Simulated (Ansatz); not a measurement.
# CH₅Cl₂HfNO: small, medium and large basis sets

The task here is to estimate one member of a computed series from the others.

The runs use Ansatz 0.2.0, Gaussian basis; one geometry, several basis sets.

Plan: PBE0-D4/def2-SVP; ωB97M-V/def2-SVP; PBE0-D4/def2-QZVPP; ωB97M-V/def2-QZVPP; the functionals' def2-TZVPP values are taken from earlier runs.

### Structure used throughout

All runs share one geometry, relaxed beforehand with PBE0-D4 in a triple-zeta def2 set. Hf takes the def2 core potential; no spin-orbit term is included.

SMILES `C[NH][Hf]([OH])([Cl])[Cl]`, 11 atoms, charge 0, spin multiplicity 1.

Atoms are counted from 1 here; the program's logs count them from 0.

Bond lengths: C1–N2 1.450 Å, C1–H7 1.096 Å, C1–H8 1.092 Å, C1–H9 1.096 Å, N2–Hf3 2.003 Å, N2–H10 1.015 Å, Hf3–O4 1.901 Å, Hf3–Cl5 2.365 Å, Hf3–Cl6 2.365 Å, O4–H11 0.953 Å. Angles: N2–C1–H7 111.9°, N2–C1–H8 109.8°, N2–C1–H9 111.9°, H7–C1–H8 107.5°, H7–C1–H9 108.0°, H8–C1–H9 107.5°, C1–N2–Hf3 132.0°, C1–N2–H10 110.9°, Hf3–N2–H10 117.1°, N2–Hf3–O4 105.2°, N2–Hf3–Cl5 108.6°, N2–Hf3–Cl6 108.6°, O4–Hf3–Cl5 112.7°, O4–Hf3–Cl6 112.7°, Cl5–Hf3–Cl6 108.9°, Hf3–O4–H11 162.4°.

Geometry (Å):

```xyz
11
charge 0, multiplicity 1
C     0.59177   -0.62115    1.53574
N     0.64515    0.41698    0.52482
Hf   -0.34138    0.65781   -1.20111
O    -1.49149   -0.85038   -1.33157
Cl    1.23396    0.76026   -2.96193
Cl   -1.52513    2.70331   -1.11364
H     1.55841   -1.12226    1.65791
H    -0.13814   -1.37994    1.24757
H     0.28910   -0.22550    2.51159
H     1.31838    1.13367    0.77618
H    -2.14062   -1.47280   -1.64556
```

The first run:

in.yaml reads:

```yaml
crystal:
  periodic: [false, false, false]
  atoms:
    - {symbol: C, position_ang: [0.591768, -0.621146, 1.535745]}
    - {symbol: N, position_ang: [0.645153, 0.416976, 0.524823]}
    - {symbol: Hf, position_ang: [-0.341385, 0.657813, -1.201109]}
    - {symbol: O, position_ang: [-1.491491, -0.850385, -1.331565]}
    - {symbol: Cl, position_ang: [1.233963, 0.760261, -2.961933]}
    - {symbol: Cl, position_ang: [-1.525126, 2.703313, -1.113636]}
    - {symbol: H, position_ang: [1.558412, -1.122257, 1.657911]}
    - {symbol: H, position_ang: [-0.138138, -1.379941, 1.247572]}
    - {symbol: H, position_ang: [0.289102, -0.225503, 2.511585]}
    - {symbol: H, position_ang: [1.318376, 1.133670, 0.776179]}
    - {symbol: H, position_ang: [-2.140624, -1.472801, -1.645563]}
basis:
  gaussian: {orbitals: def2-SVP}
hamiltonian: {xc: pbe0, dispersion: d4}
output: {orbitals: {seedname: orbitals}}
```

Run with:

```bash
$ ansatz run in.yaml --threads 2 --pin off --events-out ev --progress --plain --max-ram 32768MiB --backend cpu
```

Among the steps run: PBE0-D4 in def2-SVP; ωB97M-V in def2-SVP; PBE0-D4 in def2-QZVPP; ωB97M-V in def2-QZVPP.

One table of the session follows, with a row left open; its other results are not shown here.

It belongs to the step «Functionals by basis». 

| functional | basis | HOMO (eV) |
| --- | --- | --- |
| PBE0-D4 | def2-SVP | -7.23 |
| PBE0-D4 | def2-TZVPP | -7.28 |
| PBE0-D4 | def2-QZVPP | ? |
| ωB97M-V | def2-SVP | -9.47 |
| ωB97M-V | def2-TZVPP | -9.55 |
| ωB97M-V | def2-QZVPP | -9.58 |

Estimate the missing values for PBE0-D4, def2-QZVPP.

The run gave: HOMO (eV): -7.31. In the column «HOMO (eV)» it lies between ωB97M-V, def2-SVP (-9.47) and PBE0-D4, def2-TZVPP (-7.28).
